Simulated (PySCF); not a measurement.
# F4Ti: the cost of one run

Computed with PySCF 2.14.0. Level: levels as typed in each script, gas phase, geometry from GFN2-xTB.

## 1. The system as given

5 atoms, charge 0, spin multiplicity 1.

Bond lengths: F1–Ti2 1.692 Å, Ti2–F3 1.692 Å, Ti2–F4 1.692 Å, Ti2–F5 1.692 Å. Angles: F1–Ti2–F3 109.4°, F1–Ti2–F4 109.5°, F1–Ti2–F5 109.5°, F3–Ti2–F4 109.5°, F3–Ti2–F5 109.5°, F4–Ti2–F5 109.5°.

Coordinates:

```xyz
5
F4Ti
F     0.9774   -0.8138   -1.1160
Ti   -0.0002    0.0000   -0.0001
F     0.9774    0.8138    1.1160
F    -0.9772   -1.1165    0.8135
F    -0.9772    1.1165   -0.8134
```

## 2. Removing and adding an electron (B3LYP/def2-svpd)

input.py reads:

```python
import numpy as np
from pyscf import gto, scf, dft
from pyscf.scf import atom_ks, atom_hf
from scipy.linalg import block_diag

def solve(mol, dm0=None, hcore=None):
    mf = (dft.UKS if mol.spin else dft.RKS)(mol, xc='b3lyp')
    mf.grids.level = 3
    mf = mf.density_fit(auxbasis='def2-universal-jkfit')
    mf.conv_tol, mf.max_cycle = 1e-8, 80
    if hcore is not None:
        mf.get_hcore = lambda *args: hcore
    mf.kernel(dm0)
    if not mf.converged:
        mf = mf.newton().run(mf.mo_coeff, mf.mo_occ, max_cycle=30)
    assert mf.converged, 'SCF not converged'
    return mf

mol = gto.M(atom='''
F      0.97741    -0.81381    -1.11596
Ti    -0.00019     0.00001    -0.00008
F      0.97743     0.81380     1.11604
F     -0.97717    -1.11651     0.81350
F     -0.97720     1.11649    -0.81338
''', basis='def2-svpd', charge=0, spin=0, verbose=4)
mf = solve(mol)
out = dict(e0=mf.e_tot, dm0=mf.make_rdm1(), c=mf.mo_coeff, occ=mf.mo_occ, eps=mf.mo_energy)
for name, dq, spin in [('cation', 1, 1), ('anion', -1, 1)]:
    ion = mol.copy().set(charge=mol.charge + dq, spin=spin).build()
    mi = solve(ion)
    if spin and dq > 0 and mol.nao < 130:
        c, _, stable, _ = mi.stability(return_status=True)
        if not stable:
            mi = solve(ion, mi.make_rdm1(c, mi.mo_occ))
    print(name, 'vertical energy change / eV', (mi.e_tot - mf.e_tot) * 27.211386)
    out.update({'e_' + name: mi.e_tot, 'dm_' + name: mi.make_rdm1(), 's2_' + name: mi.spin_square()[0], 'eps_' + name: mi.mo_energy, 'occ_' + name: mi.mo_occ})
# spherically averaged free atoms, for the promolecule
atm = atom_ks.get_atm_nrks(mol, xc='b3lyp')
pro = block_diag(*[(atm[a[0]][2] * atm[a[0]][3]) @ atm[a[0]][2].T for a in mol._atom])
np.savez('result.npz', pro=pro, **out)
```

On the command line:

```sh
$ OMP_NUM_THREADS=1 python input.py
```

What time and memory should one allow on 1 thread of Intel Xeon Platinum 8259CL at 2.50GHz (Skylake/Cascade Lake), shared host?

About 5.2 min, with a peak of 0.6 GiB.
